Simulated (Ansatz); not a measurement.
# CH9GeNSi: the cost of one run

Program: the Python package of Ansatz 0.2.0. Level of theory: PBE+D4/def2-SVP. These are calculated values, not measurements.

## 1. Starting point

Bond lengths: N1–Ge2 1.810 Å, Ge2–C3 1.918 Å, C3–Si4 1.935 Å, N1–H5 1.071 Å, N1–H6 1.097 Å, Ge2–H7 1.547 Å, Ge2–H8 1.521 Å, C3–H9 1.071 Å, C3–H10 1.124 Å, Si4–H11 1.518 Å, Si4–H12 1.414 Å, Si4–H13 1.521 Å. Angles (14 of 21 angles, heavy atoms first): N1–Ge2–C3 108.2°, Ge2–C3–Si4 111.7°, N1–Ge2–H7 110.0°, N1–Ge2–H8 110.3°, C3–Ge2–H7 108.9°, C3–Ge2–H8 107.7°, Ge2–N1–H5 109.4°, Ge2–N1–H6 108.6°, Ge2–C3–H9 112.1°, Ge2–C3–H10 110.5°, Si4–C3–H9 105.3°, Si4–C3–H10 105.6°, C3–Si4–H11 106.2°, C3–Si4–H12 112.0°.

No structure file is read: the coordinates are typed or built in the script.

## 2. The code

Input file ch9gensi.py:

```python
import itertools

import ansatz as az
from ase.data import atomic_numbers, covalent_radii
import numpy as np
import pandas as pd

geometry_ang = [
    ("N", [-1.5834, 1.1956, -0.4262]),
    ("Ge", [-1.1755, -0.5399, -0.1152]),
    ("C", [0.703, -0.779, -0.419]),
    ("Si", [1.7673, 0.2912, 0.7925]),
    ("H", [-1.3953, 1.4266, -1.4548]),
    ("H", [-2.6712, 1.317, -0.3561]),
    ("H", [-1.4965, -0.9026, 1.3537]),
    ("H", [-1.9197, -1.4394, -1.0894]),
    ("H", [0.9955, -0.4696, -1.4015]),
    ("H", [1.0018, -1.8449, -0.223]),
    ("H", [1.3395, -0.1055, 2.1937]),
    ("H", [3.1533, 0.0947, 0.5936]),
    ("H", [1.3016, 1.721, 0.5665]),
]
ch9gensi = az.Crystal.molecule()
for symbol, xyz in geometry_ang:
    ch9gensi = ch9gensi.atom(symbol, xyz)

model = ch9gensi.calculation()
model = model.basis(gaussian="def2-SVP")
model = model.functional("PBE", dispersion="d4")
symbols = [site.symbol for site in ch9gensi.cartesian_sites]
start = np.array([site.position_ang for site in ch9gensi.cartesian_sites], dtype=float)
def progress(event):
    if event["event"] == "relax_step":
        row = event["data"]
        print(f"step {row['step']:3d}  E = {row['lagrangian_ev']:.6f} eV  largest force component {row['allowed_force_max_ev_ang']:.4f} eV/A")


summary = model.relax(force_tolerance=0.02).session().plan().execute(on_event=progress).report
end = np.array(summary["positions_ang"])

print("reference energy %16.6f eV" % summary["reference_energy_ev"])
print("total energy     %16.6f eV" % summary["free_energy_ev"])
print("occupied orbitals outside the frozen core (up, down):", summary["n_occupied"], " frozen:", summary["n_frozen"], " virtual:", summary["n_virtual"])

radius = [covalent_radii[atomic_numbers[s]] for s in symbols]
span = lambda where, i, j: np.linalg.norm(where[i] - where[j])
bonded = [(i, j) for i, j in itertools.combinations(range(len(symbols)), 2) if min(span(start, i, j), span(end, i, j)) < 1.2 * (radius[i] + radius[j])]
print("pair        before    after (A)")
for i, j in bonded:
    print(f"{symbols[i]}{i}-{symbols[j]}{j}".ljust(10), f"{span(start, i, j):8.4f} {span(end, i, j):8.4f}")

charges = summary["charge_distribution"]
table = pd.DataFrame({"atom": symbols, "mulliken": charges["mulliken_charges_e"], "lowdin": charges["lowdin_charges_e"]})
print(table.round(3).to_string())
print("dipole (e A):", np.round(charges["dipole_moment_e_ang"], 4) + 0.0)
```

## 3. The input behind the calls

The package turns the script's settings into the engine's input:

```yaml
crystal:
  periodic: [false, false, false]
  atoms:
    - { symbol: "N", position_ang: [-1.5834, 1.1956, -0.4262] }
    - { symbol: Ge, position_ang: [-1.1755, -0.5399, -0.1152] }
    - { symbol: C, position_ang: [0.703, -0.779, -0.419] }
    - { symbol: Si, position_ang: [1.7673, 0.2912, 0.7925] }
    - { symbol: H, position_ang: [-1.3953, 1.4266, -1.4548] }
    - { symbol: H, position_ang: [-2.6712, 1.317, -0.3561] }
    - { symbol: H, position_ang: [-1.4965, -0.9026, 1.3537] }
    - { symbol: H, position_ang: [-1.9197, -1.4394, -1.0894] }
    - { symbol: H, position_ang: [0.9955, -0.4696, -1.4015] }
    - { symbol: H, position_ang: [1.0018, -1.8449, -0.223] }
    - { symbol: H, position_ang: [1.3395, -0.1055, 2.1937] }
    - { symbol: H, position_ang: [3.1533, 0.0947, 0.5936] }
    - { symbol: H, position_ang: [1.3016, 1.721, 0.5665] }
basis:
  gaussian:
    orbitals: def2-SVP
hamiltonian:
  xc: pbe
  dispersion: d4
relax:
  f_tol: 0.02
```

## 4. Launch

The run is started by

```bash
python ch9gensi.py
```

**Question.** How long does this script take on 1 thread of Arm Neoverse N1, shared host, and how much memory does it need?

About 2.7 min, with a peak of 0.28 GiB.
